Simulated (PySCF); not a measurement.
# [IrN2]-: relaxation and vibrations of the quintet

Aim: relax [IrN2]- as a quintet from a hand-made bent geometry, check by its vibrations whether the end is a minimum, and collect its spectrum and constants.

The runs use PySCF 2.14.0; B3LYP, basis Ir def2-SVPD with ECP60, N def2-SVPD, scalar-relativistic core potentials, no spin–orbit coupling, density fitting.

**1. Where the work starts**

3 atoms, charge -1, spin multiplicity 5.

Bond lengths: Ir1–N2 1.750 Å, Ir1–N3 1.750 Å. Angles: N2–Ir1–N3 110.0°.

```xyz
3
charge -1 multiplicity 5
Ir    0.0000    0.0000   -0.1272
N     1.4335    0.0000    0.8766
N    -1.4335    0.0000    0.8766
```

**2. Bent start, quintet: relaxation**

One driver script runs all steps and calls PySCF; scf.py shows how it sets up the SCF of each step. The optimiser is the driver's own. Before each start the driver seeks the lowest SCF state from one or more starting densities and follows internal instabilities, so scf.py alone need not reach the same state.

The program finds C2v symmetry in the start, which this walk keeps. The walk stops when the largest gradient is under 0.0003 Eh/bohr and the energy has settled too.

scf.py reads:

```python
from pyscf import gto, scf, dft
mol = gto.M(atom='''
Ir     0.000000     0.000000    -0.127224
N      1.433500    -0.000000     0.876576
N     -1.433500     0.000000     0.876576''',
    basis={'Ir': 'def2-SVPD', 'N': 'def2-SVPD'},
    ecp={'Ir': 'def2-SVPD'},
    charge=-1, spin=4)
mf = dft.UKS(mol, xc='B3LYP')
mf.grids.atom_grid = (50, 194)
aux = {'Ir': 'def2-universal-JKFIT', 'N': 'def2-universal-JKFIT'}
mf = mf.density_fit(auxbasis=aux)
mf.kernel()
```

After this run come: Vibrations and properties at this point.

Q: Predict the outcome of this session. Wanted: minimum; geometry; wavenumbers; dipole moment; highest occupied, lowest empty level; polar-tensor charge of Ir1; zero-point energy; ⟨S²⟩.

**Answer**, as computed:

| quantity | value |
| --- | --- |
| minimum | quintet, C2v |
| geometry | Ir–N 1.795 Å (×2); N–Ir–N 109.0° |
| wavenumbers (cm⁻¹) | 246 (a1), 532 (b2), 863 (a1) |
| dipole moment (centre of mass) | 2.57 D |
| highest occupied, lowest empty level (either spin) | 0.52, 1.75 eV |
| polar-tensor charge of Ir1 | -0.29 e |
| zero-point energy | 9.8 kJ/mol |
| entropy at 298.15 K | 292.0 J/(mol K) |
| ⟨S²⟩ | 6.040 |

The bent start keeps its C2v symmetry and ends in a minimum. The strongest infrared band lies at 863 cm⁻¹ (a1, stretch). Only this shape and spin were tried, so other structures or states may lie lower. The highest occupied level lies above zero: either self-interaction error lifts it or the extra electron is not bound, and the basis holds it in place. One determinant may miss the lowest occupation of an open d or f shell. Spin–orbit coupling, left out here, can matter for elements this heavy.
